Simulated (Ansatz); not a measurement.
Runs of Ansatz 0.2.0 on MgC2. Symmetry: P4_2/mnm, No. 136, tetragonal system. Conventional cell: a = 3.951 Å, b = 3.951 Å, c = 4.987 Å, α = 90.00°, β = 90.00°, γ = 90.00°. Mg (site symmetry mmm) is surrounded by 2 C at 2.17 Å. C (site symmetry m2m) is surrounded by 1 C at 1.26 Å. The cell comes from a database or a generator and needn't be the stable form of this composition.

```tsv
cell	target pressure (GPa)	gap on the mesh (eV)	pressure (GPa)
relaxed to 2 GPa	2	2.26	2.0
relaxed to 20 GPa	20	(b)	20.0
relaxed	0	2.36	0.0
relaxed to 5 GPa	5	2.12	5.0
relaxed to 10 GPa	10	(a)	10.0
relaxed to 30 GPa	30	1.32	30.0
```

Alike in all rows: task relaxation of cell and atoms; level PBEsol; potentials or basis Ansatz PAW; no spin polarisation; k mesh 7 × 7 × 6; cutoff (eV) 420; smearing fermi-dirac 0.05 eV.

Q: Estimate the missing entries.

A: (a) 1.93; (b) 1.59.

Caveats: odd divisions of the mesh miss points on the zone boundary, where band edges often lie, so the gap on the mesh can be too wide; the plane-wave basis is chosen anew once the cell has moved, so the energies of steps on either side of that aren't comparable; the PAW data sets come from PBE, with cores solved anew for the run's functional, which leaves a small shift of forces and pressure.

A k mesh can miss the band edges.
